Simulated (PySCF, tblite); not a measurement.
# C11H7NSe: excited states

Wanted: excited states for C11H7NSe (`C#Cc1ccc(-c2ccncc2)[se]1`).

Computed with tblite 0.8.0 and PySCF 2.14.0 and routines of our own; the level stands in each step. Atoms count from 0.

## (1) The system as given

20 atoms, charge 0, multiplicity 1; geometry from: force field or distance geometry start.

## (2) Relaxing the molecule with GFN2-xTB

The job: settings as JSON, then the geometry in Å.

```
{"job": {"kind": "relax", "xc": "GFN2-xTB", "basis": "xTB"}, "charge": 0, "multiplicity": 1}
C      5.491800    -0.516000    -1.002100
C      4.282900    -0.383700    -0.758700
C      2.869000    -0.241800    -0.470200
C      2.302000     0.316700     0.633700
C      0.985800     0.392400     0.793600
C      0.119900    -0.047700    -0.147100
C     -1.332900    -0.015100    -0.123500
C     -2.011900     0.397300    -1.248700
C     -3.401800     0.435000    -1.280700
N     -4.106000     0.071200    -0.171700
C     -3.457900    -0.329900     0.928300
C     -2.075900    -0.387800     0.992500
Se     1.267400    -0.751400    -1.562800
H      6.513200    -0.635600    -1.225500
H      3.001600     0.700300     1.450000
H      0.546300     0.861000     1.748500
H     -1.474100     0.690100    -2.137700
H     -3.934600     0.761900    -2.191700
H     -4.067000    -0.605600     1.789800
H     -1.523100    -0.700700     1.872300
```

Command:

```bash
OMP_NUM_THREADS=1 python excited_run.py task.json out
```

The driver reads the jobs from task.json and runs them one after another.

Output:

```text
step      E/eV     max force
  0    -900.12665    5.345
  1    -900.43684    5.995
  2    -900.50059    5.058
  3    -900.70007    1.708
  4    -900.76873    1.072
  5    -900.86902    1.951
  6    -900.92363    0.916
  7    -900.94634    0.384
  8    -900.96628    0.540
  9    -900.97897    0.461
 10    -900.98972    0.271
 11    -900.99975    0.261
 12    -901.01002    0.379
 13    -901.01779    0.280
 14    -901.02247    0.200
 15    -901.02556    0.138
 16    -901.02809    0.159
 17    -901.02985    0.114
 18    -901.03095    0.080
 19    -901.03190    0.081
 20    -901.03318    0.131
 21    -901.03484    0.152
 22    -901.03657    0.124
 23    -901.03813    0.123
 24    -901.03975    0.143
 25    -901.04191    0.189
 26    -901.04494    0.186
 27    -901.04855    0.177
 28    -901.05185    0.172
 29    -901.05449    0.132
 30    -901.05674    0.128
 31    -901.05882    0.119
 32    -901.06090    0.133
 33    -901.06290    0.130
 34    -901.06457    0.141
 35    -901.06572    0.081
 36    -901.06649    0.073
 37    -901.06724    0.102
 38    -901.06834    0.170
 39    -901.06982    0.209
 40    -901.07136    0.124
 41    -901.07255    0.112
 42    -901.07335    0.200
 43    -901.07425    0.132
 44    -901.07588    0.093
 45    -901.07770    0.090
 46    -901.07912    0.082
 47    -901.08016    0.069
 48    -901.08104    0.079
 49    -901.08199    0.092
 50    -901.08306    0.093
 51    -901.08421    0.077
 52    -901.08514    0.077
 53    -901.08579    0.059
 54    -901.08639    0.071
 55    -901.08707    0.066
 56    -901.08781    0.055
 57    -901.08854    0.055
 58    -901.08922    0.051
 59    -901.08981    0.057
 60    -901.09028    0.049
 61    -901.09062    0.034
 62    -901.09089    0.031
 63    -901.09112    0.030
 64    -901.09129    0.028
 65    -901.09142    0.028
 66    -901.09154    0.025
 67    -901.09171    0.028
 68    -901.09195    0.035
 69    -901.09223    0.043
 70    -901.09259    0.052
 71    -901.09307    0.059
 72    -901.09378    0.069
 73    -901.09469    0.067
 74    -901.09561    0.066
 75    -901.09634    0.055
 76    -901.09693    0.050
 77    -901.09742    0.051
 78    -901.09786    0.049
 79    -901.09827    0.049
 80    -901.09868    0.056
 81    -901.09911    0.052
 82    -901.09948    0.070
 83    -901.09990    0.060
 84    -901.10040    0.050
 85    -901.10109    0.052
 86    -901.10169    0.047
 87    -901.10234    0.058
 88    -901.10287    0.061
 89    -901.10336    0.053
 90    -901.10376    0.050
 91    -901.10412    0.047
 92    -901.10442    0.046
 93    -901.10465    0.047
 94    -901.10489    0.041
 95    -901.10513    0.031
 96    -901.10527    0.024
 97    -901.10539    0.023
 98    -901.10548    0.019
 99    -901.10556    0.019
100    -901.10566    0.018
101    -901.10574    0.020
102    -901.10580    0.018
103    -901.10585    0.020
104    -901.10594    0.024
105    -901.10605    0.028
106    -901.10619    0.025
107    -901.10630    0.021
108    -901.10636    0.026
109    -901.10639    0.009
```

It took 1.9 s on 1 thread of Intel Xeon Platinum 8375C at 2.90GHz, shared host.

Along the way: (not every step is listed)

```csv
step,energy from step 0 (eV),largest force (eV/Å)
0,0.0000,5.3450
1,-0.3102,5.9951
2,-0.3739,5.0577
3,-0.5734,1.7084
4,-0.6421,1.0724
5,-0.7424,1.9515
6,-0.7970,0.9156
7,-0.8197,0.3837
8,-0.8396,0.5396
17,-0.9032,0.1144
26,-0.9183,0.1856
35,-0.9391,0.0814
44,-0.9492,0.0931
53,-0.9591,0.0592
62,-0.9642,0.0308
71,-0.9664,0.0595
80,-0.9720,0.0559
89,-0.9767,0.0526
98,-0.9788,0.0192
104,-0.9793,0.0242
105,-0.9794,0.0277
106,-0.9795,0.0247
107,-0.9796,0.0214
108,-0.9797,0.0258
109,-0.9797,0.0092
```

Close pairs (by a distance rule), those that changed most:

```csv
bond,before (Å),after (Å),change (Å)
C2–Se12,2.005,1.876,-0.128
C3–C4,1.328,1.404,+0.076
C4–H15,1.151,1.077,-0.074
C5–Se12,1.953,1.887,-0.066
C3–H14,1.141,1.077,-0.064
C1–C2,1.450,1.397,-0.053
C8–N9,1.363,1.323,-0.040
C0–C1,1.240,1.203,-0.037
```

The next job starts from the end point, and lists it.

## (3) Vibrational analysis with GFN2-xTB

The job: settings as JSON, then the geometry in Å.

```
{"job": {"kind": "ir", "xc": "GFN2-xTB", "basis": "xTB"}, "charge": 0, "multiplicity": 1}
C      5.199572    -0.206091    -1.296994
C      4.074440    -0.155715    -0.873437
C      2.761496    -0.099149    -0.399292
C      2.367275    -0.028497     0.912358
C      0.979394     0.020424     1.116622
C      0.205426    -0.006624    -0.017308
C     -1.238134     0.034718    -0.108821
C     -1.881038     0.084689    -1.349380
C     -3.260600     0.126209    -1.398484
N     -4.029118     0.122226    -0.321021
C     -3.430465     0.072463     0.857025
C     -2.058116     0.026790     1.024798
Se     1.287481    -0.106325    -1.560086
H      6.186253    -0.247410    -1.650564
H      3.078507    -0.012895     1.721152
H      0.560481     0.081522     2.106708
H     -1.295403     0.090586    -2.261517
H     -3.783551     0.164689    -2.344954
H     -4.090815     0.068115     1.714863
H     -1.638235    -0.019046     2.016812
```

Output:

```text
mode    cm-1     km/mol
  1      17.5      0.08
  2      49.7      0.15
  3      86.7      0.14
  4     127.4      1.39
  5     148.0      0.91
  6     224.6      0.05
  7     260.9      1.49
  8     304.0      0.58
  9     329.9      0.03
 10     349.0      3.17
 11     381.0      2.79
 12     434.5      9.14
 13     475.2      3.60
 14     495.7      0.02
 15     542.1      3.03
 16     544.2      4.78
 17     614.2      1.68
 18     636.0     13.06
 19     636.4      1.67
 20     669.8     16.86
 21     679.2     16.97
 22     694.0      4.65
 23     784.6     20.19
 24     794.1     14.16
 25     844.0      0.30
 26     862.8      0.10
 27     906.8      0.18
 28     917.4     28.44
 29     921.9      0.07
 30    1009.4     11.69
 31    1052.8      5.87
 32    1102.9      5.42
 33    1120.5      4.01
 34    1131.3      6.50
 35    1185.1      5.33
 36    1212.9     19.10
 37    1242.3     10.57
 38    1265.3      4.67
 39    1284.8      0.48
 40    1326.7      1.31
 41    1375.7     10.55
 42    1432.4     70.90
 43    1460.7      9.63
 44    1530.0     23.07
 45    1540.6      7.67
 46    1572.2    209.33
 47    2228.4      0.47
 48    3023.6     43.92
 49    3054.9     39.12
 50    3061.9     36.39
 51    3099.6     16.79
 52    3108.2     12.68
 53    3117.4     32.22
 54    3395.8     15.36
```

It took 1.5 s on 1 thread of Intel Xeon Platinum 8375C at 2.90GHz, shared host.

The strongest bands and the atoms that carry them (share of the mass-weighted mode):

| cm⁻¹ | km/mol | atoms |
| --- | --- | --- |
| 917 | 28.4 | C5 36 %, C10 14 %, C8 11 % |
| 1432 | 70.9 | C4 25 %, C5 19 %, C3 19 %, C2 17 % |
| 1530 | 23.1 | C5 21 %, C2 20 %, C3 19 %, C4 16 % |
| 1572 | 209.3 | C10 24 %, C8 22 %, C7 21 %, C11 16 % |
| 3024 | 43.9 | H16 91 % |
| 3055 | 39.1 | H18 92 % |
| 3062 | 36.4 | H17 91 % |
| 3117 | 32.2 | H15 47 %, H14 43 % |

## (4) Excited states: TDA PBE0/def2-SVP

Settings changed since step 3:

```diff
@@ -1,2 +1,2 @@
-{"job": {"kind": "ir", "xc": "GFN2-xTB", "basis": "xTB"}, "charge": 0, "multiplicity": 1}
+{"job": {"kind": "states", "xc": "PBE0", "basis": "def2-SVP", "tda": true, "soc": true, "nstates": 8, "ntriplets": 4, "nquad": 4}, "charge": 0, "multiplicity": 1}
 C      5.199572    -0.206091    -1.296994
```

Method: TDA PBE0/def2-SVP excited states, vertical, gas phase, spin-orbit mean-field couplings.

Output:

```text
coarse grid: 86736 points
cycle   1  E = -2878.0650352703  dE =  1.671e+00  |g| = 4.516e-01  |ddm| = 5.856e+00
cycle   2  E = -2878.0453005654  dE =  1.973e-02  |g| = 5.384e-01  |ddm| = 1.263e+00
cycle   3  E = -2878.1137505970  dE = -6.845e-02  |g| = 1.392e-01  |ddm| = 7.784e-01
cycle   4  E = -2878.1184241652  dE = -4.674e-03  |g| = 5.225e-02  |ddm| = 2.257e-01
cycle   5  E = -2878.1190807764  dE = -6.566e-04  |g| = 1.845e-02  |ddm| = 7.560e-02
cycle   6  E = -2878.1191648012  dE = -8.402e-05  |g| = 6.972e-03  |ddm| = 3.050e-02
cycle   7  E = -2878.1191784141  dE = -1.361e-05  |g| = 1.880e-03  |ddm| = 1.017e-02
cycle   8  E = -2878.1191792837  dE = -8.696e-07  |g| = 5.061e-04  |ddm| = 2.452e-03
final grid: 184960 points
cycle   9  E = -2878.1192095166  dE =  1.838e-07  |g| = 1.029e-03  |ddm| = 2.712e-03
cycle  10  E = -2878.1192083841  dE =  1.133e-06  |g| = 2.310e-03  |ddm| = 3.330e-03
cycle  11  E = -2878.1192097898  dE = -1.406e-06  |g| = 1.926e-04  |ddm| = 2.285e-03
cycle  12  E = -2878.1192097996  dE = -9.782e-09  |g| = 2.414e-05  |ddm| = 2.231e-04
cycle  13  E = -2878.1192097997  dE = -1.487e-10  |g| = 7.123e-06  |ddm| = 3.478e-05
converged SCF energy = -2878.1192097997

Singlet excitations
state   eV       nm        f     d(h-e)  d(exc)  Lambda  PR(NTO)  |dmu|/D   mu/D   main configurations
  1   4.0759   304.2   0.81925   1.074   4.252   0.795   1.131    2.356    4.500   H->L 0.93
  2   4.1264   300.5   0.00187   3.413   4.791   0.543   1.003    9.212    7.135   H-1->L 0.76, H-2->L 0.18
  3   4.5587   272.0   0.02559   0.497   3.865   0.622   1.386    1.268    3.375   H-2->L 0.64, H-1->L 0.15, H->L+1 0.10
  4   4.7913   258.8   0.01229   0.590   3.947   0.512   1.755    1.037    2.608   H->L+2 0.53, H-3->L 0.21, H->L+1 0.16
  5   4.8291   256.7   0.02203   0.336   4.083   0.537   2.142                     H-3->L 0.37, H->L+2 0.29, H->L+3 0.12
  6   4.8911   253.5   0.00107   2.401   4.284   0.362   1.213                     H-4->L 0.84, H->L+2 0.08
  7   5.1080   242.7   0.00002   1.278   2.722   0.440   1.003                     H-1->L+1 0.72, H-2->L+1 0.18
  8   5.3010   233.9   0.00623   0.372   5.236   0.638   2.033                     H->L+1 0.35, H-5->L 0.34, H->L+3 0.11

Triplet excitations (Tamm-Dancoff)
state   eV     d(h-e)  d(exc)  Lambda  PR(NTO)   main configurations
  1   2.4340   0.396   3.740   0.806   1.077   H->L 0.94
  2   3.5394   0.426   3.374   0.613   1.033   H-2->L 0.65, H-1->L 0.31
  3   3.6173   2.552   4.119   0.553   1.017   H-1->L 0.54, H-2->L 0.28, H-1->L+3 0.09
  4   3.9773   0.216   3.072   0.703   2.412   H-5->L 0.35, H->L+3 0.26, H->L+1 0.15
S1 - T1 = 1.6419 eV

Spin-orbit couplings |<S|Hso|T>| (cm-1)
             T1       T2       T3       T4
S0        2.488    6.798   27.522    2.614
S1        3.697    1.824    4.665    6.436
S2        4.506   34.774    5.913    8.482
S3        4.758    4.840   25.932    7.140
S4      151.626   39.548    9.943   29.234
S5      116.896   65.054   17.084   14.755
S6       55.304  201.898   28.835   38.346
S7        0.615    0.677    3.625    1.289
S8        9.212    8.165    7.638    1.861
T1 sublevels (cm-1): 0.000 2.058 2.066   radiative rates (1/s): 2.82 0.537 0.171
```

Run time: 2.2 min. Hardware: 1 thread of Intel Xeon Platinum 8375C at 2.90GHz, shared host; peak memory 0.97 GiB.

From this job:

```
  quantity    value
S1 less T1  1.64 eV
```

## (5) What came out

| quantity | value |
| --- | --- |
| strongest single infrared mode (GFN2-xTB) | 1572 cm⁻¹, 209 km/mol |
| zero-point energy (GFN2-xTB) | 86.7 kcal/mol |
| S1 less T1 (step 4, TDA PBE0/def2-SVP) | 1.64 eV |

No mode is imaginary among the 54: a minimum at this level. The strongest single mode, at 1572 cm⁻¹, is spread over several atoms, C10, C8, C7, C11 among them. GFN2-xTB is a fitted tight-binding method: band positions and strengths are rough. Its intensities can rank the bands wrongly. Scalar relativity is left out for the heavy atoms. In step 4, the number of triplets below S1 is at least 4, and the largest singlet-triplet spin-orbit coupling is S6–T2, 201.90 cm⁻¹.
